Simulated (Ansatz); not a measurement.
# SiC4: the cost of one run

Program: Ansatz 0.2.0. Level of theory: DFT PBE, scalar-relativistic, plane waves, PAW. These are calculated values, not measurements.

1 further run of the same task is left out (it didn't finish).

### Step 1. The starting structure

It takes space group P4mm (No. 99, tetragonal). The conventional cell has a = 4.339 Å, b = 4.339 Å, c = 4.327 Å, α = 90.00°, β = 90.00°, γ = 90.00°. Si (site symmetry 4mm) is surrounded by 8 C at 2.24 to 2.27 Å. C (site symmetry 2mm) is surrounded by 1 C at 1.25 Å.

Structure file:

```cif
data_structure
_symmetry_space_group_name_H-M 'P4mm'
_symmetry_Int_Tables_number 99
_cell_length_a 4.3390
_cell_length_b 4.3390
_cell_length_c 4.3265
_cell_angle_alpha 90.000
_cell_angle_beta 90.000
_cell_angle_gamma 90.000
_cell_volume 81.45
loop_
_atom_site_label
_atom_site_type_symbol
_atom_site_symmetry_multiplicity
_atom_site_Wyckoff_symbol
_atom_site_fract_x
_atom_site_fract_y
_atom_site_fract_z
_atom_site_occupancy
Si1 Si 1 b 0.50000 0.50000 0.71235 1
C1 C 2 c 0.00000 0.50000 0.84334 1
C2 C 2 c 0.00000 0.50000 0.55441 1
```

The cell is invented: random cell by space group and Wyckoff sites (P4mm, No. 99). The dimensions are guesses.

### Step 2. Probe: one point on a coarse mesh

input.yaml

```yaml
crystal:
  lattice:
    - [4.338968, 0.0, 0.0]
    - [0.0, 4.338968, 0.0]
    - [0.0, 0.0, 4.32650111]
  atoms:
    - { symbol: Si, position: [0.5, 0.5, 0.71234733] }
    - { symbol: C, position: [0.0, 0.5, 0.84334201] }
    - { symbol: C, position: [0.5, 0.0, 0.84334201] }
    - { symbol: C, position: [0.0, 0.5, 0.55441116] }
    - { symbol: C, position: [0.5, 0.0, 0.55441116] }
basis:
  ecutwfc: 420
kpoints:
  mp_grid: { grid: [4, 4, 4] }
hamiltonian:
  xc: pbe
scf:
  occupations: { method: gaussian, width: 0.1 }
  lower_state_search: "off"
output:
  forces: true
  stress: true
  eigenvalues: true
```

Launch:

```console
$ ansatz run input.yaml --threads 1 --pin off --max-ram 2560MiB --backend cpu --events-out ev --progress --plain --runs-dir out
```

What time and memory should one allow on 1 thread of Arm Neoverse V1, shared host?

About 2.7 s, with a peak of 0.29 GiB.
